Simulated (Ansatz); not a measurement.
## a series on the perovskite structure: LuBRh3, LuAlRh3, LuTlRh3: a table of relaxed lattice constants and trends, step by step

Program: the Python package of Ansatz (0.2.0).

The cells in order, each with its output:

In [1]:
```python
import warnings

import ansatz as az
import numpy as np
import pandas as pd
```

In [2]:
```python
def perovskite(first, second, third, a):
    return (
        az.Lattice.cubic(a)
        .space_group(221)
        .atom(first, (0, 0, 0))
        .atom(second, (0.5, 0.5, 0.5))
        .atom(third, (0.5, 0.5, 0))
    )
```

In [3]:
```python
def run_phase(name, crystal, relax=True):
    calc = (
        crystal.calculation()
        .functional('lda')
        .basis(260)
        .mixing('anderson', beta=0.7)
        .scf(tolerance=1e-05, max_iterations=100, extra_bands=4)
        .kpoints(spacing=0.26)
        .occupations('cold', width=0.1)
        .stress()
        .band_table()
    )
    if relax:
        calc = calc.relax(force_tolerance=0.01, max_steps=40, cell=True)
    return calc.run()

def bulk_modulus(name, outcome, step=0.02):
    # B = -V dP/dV from the pressures of two uniformly scaled cells, atoms held at their fractions
    pressure = []
    for factor in (1 - step, 1.0, 1 + step):
        cell = az.Crystal(lattice=az.Lattice.of(outcome.lattice.cell_ang * factor ** (1 / 3)))
        for site in outcome.report['lattice']['sites']:
            cell = cell.atom(site['symbol'], site['position_frac'])
        pressure.append(np.trace(run_phase(name, cell, relax=False).report['stress_gpa']) / 3)
    slope, bend = (pressure[0] - pressure[2]) / (2 * step), abs(pressure[0] + pressure[2] - 2 * pressure[1])
    # a jump of mesh or basis between the cells shows as a kink: no modulus then
    return float(slope) if bend < 12 * step**2 * abs(slope) + 0.15 and abs(pressure[1]) < 1.5 else float('nan')
```

In [4]:
```python
def relaxed_twice(name, crystal):
    # the second pass draws mesh and plane waves anew for the relaxed cell
    first = run_phase(name, crystal)
    again = az.Crystal(lattice=az.Lattice.of(first.lattice.cell_ang))
    for site in first.report['lattice']['sites']:
        again = again.atom(site['symbol'], site['position_frac'])
    return run_phase(name, again)
```

In [5]:
```python
def volume_per_atom(outcome):
    return abs(np.linalg.det(outcome.lattice.cell_ang)) / len(outcome.lattice.sites)
```

In [6]:
```python
# rough a for each member; the cell is relaxed
warnings.simplefilter('ignore')
```

In [7]:
```python
phases = {}
phases['LuBRh3'] = perovskite('Lu', 'B', 'Rh', 4.12)
phases['LuAlRh3'] = perovskite('Lu', 'Al', 'Rh', 4.39)
phases['LuTlRh3'] = perovskite('Lu', 'Tl', 'Rh', 4.56)
```

In [8]:
```python
done = {}
for name, crystal in phases.items():
    try:
        done[name] = relaxed_twice(name, crystal)
    except az.NonConvergedError as error:
        print(name, 'did not converge:', str(error)[:120])
```

In [9]:
```python
rows = [(name, float(np.linalg.norm(o.lattice.cell_ang[0])), volume_per_atom(o), bulk_modulus(name, o)) for name, o in done.items()]
print(pd.DataFrame(rows, columns=['compound', 'a (A)', 'V (A^3/atom)', 'B (GPa)']).round(4).to_string(index=False))
```
```text
compound  a (A)  V (A^3/atom)  B (GPa)
  LuBRh3 4.0983       13.7673 243.1711
 LuAlRh3 4.3673       16.6593 156.6952
 LuTlRh3 4.7876       21.9473 105.2740
```

From smallest to largest: LuBRh3 (13.77 Å³), LuAlRh3 (16.66 Å³) and LuTlRh3 (21.95 Å³). The largest is 59 % above the smallest.

The settings weren't tested for convergence. The cutoff lies under the one recommended for these potentials. Under the recommended cutoff a pressure can be off by several GPa, even in sign. For the metals among these phases the mesh is modest: differences between phases can be off by up to 40 meV an atom. The program warned that this SCF threshold is loose for forces or stresses. The bulk modulus is taken at fixed shape and positions, an upper value where these are free. Pressure is positive in compression. Spin-orbit coupling, which matters for elements this heavy, is left out. The cells are built on a prototype by substitution; a member may or may not take this structure in nature. The script silences warnings, which a real study should read. Run time: 3.1 min on 1 thread of Arm Neoverse V1, on a shared host, peak memory 0.5 GiB.
